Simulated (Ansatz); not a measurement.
# H4C49O: the cost of one run

Program: Ansatz 0.2.0. Level of theory: DFT PBE+D3(BJ), scalar-relativistic, plane waves, PAW. These are calculated values, not measurements.

2 further runs of the same task are left out: 2 set aside as unsound or not needed.

**1. Starting point**

The structure is orthorhombic, space group Pma2 (No. 28). The conventional cell has a = 2.515 Å, b = 3.557 Å, c = 22.288 Å, α = 90.00°, β = 90.00°, γ = 90.00°. Around C (site symmetry m) lie 3 C at 1.54 Å. C (site symmetry m) is surrounded by 4 C at 1.54 Å. Around C (site symmetry m) lie 4 C at 1.54 to 1.59 Å. C (site symmetry m) has 4 C at 1.48 to 1.59 Å as nearest neighbours. Around C (site symmetry m) lie 3 C at 1.43 to 1.48 Å.

Structure file:

```cif
data_structure
_symmetry_space_group_name_H-M 'P 1'
_symmetry_Int_Tables_number 1
_cell_length_a 5.0302
_cell_length_b 7.1138
_cell_length_c 22.2877
_cell_angle_alpha 90.000
_cell_angle_beta 90.000
_cell_angle_gamma 90.000
_cell_volume 797.54
loop_
_atom_site_label
_atom_site_type_symbol
_atom_site_fract_x
_atom_site_fract_y
_atom_site_fract_z
_atom_site_occupancy
C1 C 0.25000 0.50000 0.35894 1
C2 C 0.25000 0.00000 0.35894 1
C3 C 0.75000 0.50000 0.35894 1
C4 C 0.75000 0.00000 0.35894 1
C5 C 0.50000 0.62500 0.35894 1
C6 C 0.50000 0.12500 0.35894 1
C7 C 0.00000 0.62500 0.35894 1
C8 C 0.00000 0.12500 0.35894 1
C9 C 0.50000 0.75000 0.41536 1
C10 C 0.50000 0.25000 0.41536 1
C11 C 0.00000 0.75000 0.41536 1
C12 C 0.00000 0.25000 0.41536 1
C13 C 0.75000 0.87500 0.41536 1
C14 C 0.75000 0.37500 0.41536 1
C15 C 0.25000 0.87500 0.41536 1
C16 C 0.25000 0.37500 0.41536 1
C17 C 0.75000 0.00000 0.47179 1
C18 C 0.75000 0.50000 0.47179 1
C19 C 0.25000 0.00000 0.47179 1
C20 C 0.25000 0.50000 0.47179 1
C21 C 0.00000 0.12500 0.47179 1
C22 C 0.00000 0.62500 0.47179 1
C23 C 0.50000 0.12500 0.47179 1
C24 C 0.50000 0.62500 0.47179 1
C25 C 0.00000 0.25056 0.52792 1
C26 C 0.00000 0.75056 0.52792 1
C27 C 0.50000 0.25056 0.52792 1
C28 C 0.50000 0.75056 0.52792 1
C29 C 0.25000 0.37444 0.52792 1
C30 C 0.25000 0.87444 0.52792 1
C31 C 0.75000 0.37444 0.52792 1
C32 C 0.75000 0.87444 0.52792 1
C33 C 0.25000 0.50462 0.58610 1
C34 C 0.25000 0.00462 0.58610 1
C35 C 0.75000 0.50462 0.58610 1
C36 C 0.75000 0.00462 0.58610 1
C37 C 0.50000 0.62038 0.58610 1
C38 C 0.50000 0.12038 0.58610 1
C39 C 0.00000 0.62038 0.58610 1
C40 C 0.00000 0.12038 0.58610 1
C41 C 0.50000 0.76467 0.63388 1
C42 C 0.50000 0.26467 0.63388 1
C43 C 0.00000 0.76467 0.63388 1
C44 C 0.00000 0.26467 0.63388 1
C45 C 0.75000 0.86033 0.63388 1
C46 C 0.75000 0.36033 0.63388 1
C47 C 0.25000 0.86033 0.63388 1
C48 C 0.25000 0.36033 0.63388 1
```

Miller indices refer to the conventional cell of the relaxed bulk, Fd-3m (No. 227): a = 3.557 Å, b = 3.557 Å, c = 3.557 Å, α = 90.00°, β = 90.00°, γ = 90.00°.

This (110) slab, 6.3 Å thick as cut, with 16 Å of vacuum, in a 2×2 surface cell; its outer planes are C (top) and C (bottom), was relaxed beforehand with its lower half held: -12019.2667 eV, work function 5.32 eV (top face), 5.98 eV (bottom face), dipole along +c 0.130 e·Å per cell.

**2. MeOH, inverted, over a top (C) site**

File input.yaml:

```yaml
crystal:
  lattice:
    - [5.0301999808, 0.0, 0.0]
    - [0.0, 7.1137770343, 0.0]
    - [0.0, 0.0, 26.977949976]
  atoms:
    - { symbol: C, position: [0.25, 0.5, 0.2965384696] }
    - { symbol: C, position: [0.25, 0.0, 0.2965384696] }
    - { symbol: C, position: [0.75, 0.5, 0.2965384696] }
    - { symbol: C, position: [0.75, 0.0, 0.2965384696] }
    - { symbol: C, position: [0.5, 0.625, 0.2965384696] }
    - { symbol: C, position: [0.5, 0.125, 0.2965384696] }
    - { symbol: C, position: [0.0, 0.625, 0.2965384696] }
    - { symbol: C, position: [0.0, 0.125, 0.2965384696] }
    - { symbol: C, position: [0.5, 0.75, 0.3431524636] }
    - { symbol: C, position: [0.5, 0.25, 0.3431524636] }
    - { symbol: C, position: [0.0, 0.75, 0.3431524636] }
    - { symbol: C, position: [0.0, 0.25, 0.3431524636] }
    - { symbol: C, position: [0.75, 0.875, 0.3431524636] }
    - { symbol: C, position: [0.75, 0.375, 0.3431524636] }
    - { symbol: C, position: [0.25, 0.875, 0.3431524636] }
    - { symbol: C, position: [0.25, 0.375, 0.3431524636] }
    - { symbol: C, position: [0.75, 0.0, 0.3897664574] }
    - { symbol: C, position: [0.75, 0.5, 0.3897664574] }
    - { symbol: C, position: [0.25, 0.0, 0.3897664574] }
    - { symbol: C, position: [0.25, 0.5, 0.3897664574] }
    - { symbol: C, position: [0.0, 0.125, 0.3897664574] }
    - { symbol: C, position: [0.0, 0.625, 0.3897664574] }
    - { symbol: C, position: [0.5, 0.125, 0.3897664574] }
    - { symbol: C, position: [0.5, 0.625, 0.3897664574] }
    - { symbol: C, position: [0.0, 0.2505611707, 0.4361361909] }
    - { symbol: C, position: [0.0, 0.7505611707, 0.4361361909] }
    - { symbol: C, position: [0.5, 0.2505611707, 0.4361361909] }
    - { symbol: C, position: [0.5, 0.7505611707, 0.4361361909] }
    - { symbol: C, position: [0.25, 0.3744388293, 0.4361361909] }
    - { symbol: C, position: [0.25, 0.8744388293, 0.4361361909] }
    - { symbol: C, position: [0.75, 0.3744388293, 0.4361361909] }
    - { symbol: C, position: [0.75, 0.8744388293, 0.4361361909] }
    - { symbol: C, position: [0.25, 0.5046180763, 0.4842040997] }
    - { symbol: C, position: [0.25, 0.0046180763, 0.4842040997] }
    - { symbol: C, position: [0.75, 0.5046180763, 0.4842040997] }
    - { symbol: C, position: [0.75, 0.0046180763, 0.4842040997] }
    - { symbol: C, position: [0.5, 0.6203819237, 0.4842040997] }
    - { symbol: C, position: [0.5, 0.1203819237, 0.4842040997] }
    - { symbol: C, position: [0.0, 0.6203819237, 0.4842040997] }
    - { symbol: C, position: [0.0, 0.1203819237, 0.4842040997] }
    - { symbol: C, position: [0.5, 0.7646741098, 0.5236821274] }
    - { symbol: C, position: [0.5, 0.2646741098, 0.5236821274] }
    - { symbol: C, position: [0.0, 0.7646741098, 0.5236821274] }
    - { symbol: C, position: [0.0, 0.2646741098, 0.5236821274] }
    - { symbol: C, position: [0.75, 0.8603258902, 0.5236821274] }
    - { symbol: C, position: [0.75, 0.3603258902, 0.5236821274] }
    - { symbol: C, position: [0.25, 0.8603258902, 0.5236821274] }
    - { symbol: C, position: [0.25, 0.3603258902, 0.5236821274] }
    - { symbol: C, position: [0.3647582723, 0.2831090475, 0.6423716499] }
    - { symbol: O, position: [0.2798276905, 0.3402584896, 0.6893729973] }
    - { symbol: H, position: [0.5794849316, 0.3150539859, 0.6374787651] }
    - { symbol: H, position: [0.25, 0.3603258902, 0.6137556876] }
    - { symbol: H, position: [0.3302992425, 0.1298695347, 0.6374787651] }
    - { symbol: H, position: [0.3877981668, 0.2675996573, 0.7134741614] }
basis:
  ecutwfc: 420
kpoints:
  mp_grid: { grid: [3, 2, 1] }
hamiltonian:
  xc: pbe
  dispersion: d3bj
scf:
  occupations: { method: gaussian, width: 0.05 }
output:
  forces: true
  eigenvalues: true
  write_density: true
  write_potential: true
  elf: true
  volumetric_format: npy
relax:
  adjacent_minimum: "off"
  f_tol: 0.04
  max_steps: 100
  constraints:
    - { sites: [0, 1, 2, 3, 4, 5, 6, 7, 8, 9, 10, 11, 12, 13, 14, 15, 16, 17, 18, 19, 20, 21, 22, 23] }
efield:
  axis: 3
  dipole_correction: true
  ramp_width: 0.04
```

The run is started by

```bash
> ansatz run input.yaml --threads 4 --pin off --max-ram 10240MiB --backend cpu --events-out ev --progress --plain --runs-dir out
```

**Question.** How long does this run take on 4 threads of Arm Neoverse V2, shared host, and how much memory does it need?

About 7.9 min, with a peak of 2.4 GiB.
